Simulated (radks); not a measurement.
# Nuclear size and the levels of Ti³⁺

An exercise on one series of results from a longer session: the logs are not shown, and one member is left open.

Method: Dirac Kohn-Sham, BLYP, spin-unpolarised, spherical densities, finite nucleus; open shells are shared between the two j in proportion to 2j + 1. Code: radks (a radial shooting solver on a logarithmic mesh, Libxc functionals) version 1.

## Starting point

| Quantity | Value |
| --- | --- |
| element | titanium (Z = 22) |
| charge | +3 |
| electrons | 19 |
| configuration | [Ar] 3d1 |
| nuclear rms radius | 3.5921 fm |

Outer shells as boxes (Hund's rule):

Ti³⁺
```
[Ar] core
3d [↑ ][  ][  ][  ][  ]
```

Set-up of the first run:

Input:

```text
Z 22
configuration [Ar] 3d1 4s0 4p0
relativity Dirac
functional b88,lyp
spin unpolarised
j_filling average
nucleus finite rms 3.5921 fm
c 137.035999084
```

Among the steps run: rms radius 3.5921 fm.

One of the session's tables, all rows but one given; the rest of the session is left out.

Radial moments (bohr):

```
level    <r>  outermost maximum (interpolated)  90 % within  nodes
3s1/2      ?                                 ?            ?      ?
3p1/2  1.052                             0.888         1.61      1
3p3/2  1.060                             0.894         1.62      1
3d3/2  1.269                             0.920         2.11      0
3d5/2  1.271                             0.922         2.11      0
4s1/2  2.620                              2.40         3.77      3
4p1/2  2.945                              2.69         4.26      2
4p3/2  2.958                              2.70         4.28      2
```

Q: Estimate the row for 3s1/2 from the others.

As computed: <r>: 0.9925; outermost maximum (interpolated): 0.864; 90 % within: 1.48; nodes: 2. In the column «<r>» it is the lowest.
